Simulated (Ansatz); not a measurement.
NiMoIrPdW:

```xyz
10
Lattice="2.7705 0.0000 0.0000 -1.3852 2.3993 0.0000 0.0000 0.0000 21.8812" Properties=species:S:1:pos:R:3 pbc="T T T"
Ni    0.0000    1.5995    0.9700
Ni    1.3852    0.7998   20.9101
Mo    1.3852    0.7998    7.4987
Mo    1.3852    0.7998   16.6997
Pd    0.0000    1.5995    9.7958
Pd    0.0000    1.5995   14.3810
Ir    0.0000    1.5995    5.2489
Ir    0.0000    1.5995   18.8288
W     1.3852    0.7998    2.9859
W     1.3852    0.7998   12.0872
```

The cell was built by a generator and needn't be a form met in nature.

Program: Ansatz 0.2.0. Alike in all runs: potentials or basis Ansatz PAW; spin collinear, ferromagnetic start; cell as given; smearing fermi-dirac 0.05 eV.

**Question.** Order these runs on this cell by their pressure, lowest first.
A. level r2SCANh; k mesh 5 × 5 × 1; cutoff (eV) 500; mesh quality coarse
B. level PBE+U; U Ir d U = 4 eV, Mo d U = 4 eV, Ni d U = 4 eV, Pd d U = 4 eV, W d U = 4 eV; k mesh 11 × 11 × 2; cutoff (eV) 420; hubbard projectors ortho-atomic (the default); double counting fll (the default); mesh quality not flagged
C. level PBE+U; U Ir d U = 2 eV, Mo d U = 2 eV, Ni d U = 2 eV, Pd d U = 2 eV, W d U = 2 eV; k mesh 11 × 11 × 2; cutoff (eV) 420; hubbard projectors ortho-atomic (the default); double counting fll (the default); mesh quality not flagged

**Answer.** A (-7.4 GPa), C (0.8 GPa), B (3.4 GPa).

Caveats: some runs use coarse meshes; the magnetic or orbital state may not be the lowest; the U is typed as a test and isn't derived for this compound (some runs); the PAW data sets come from PBE, with cores solved anew for the run's functional, which leaves a small shift of forces and pressure (some runs); the thresholds are loose for stress (some runs).
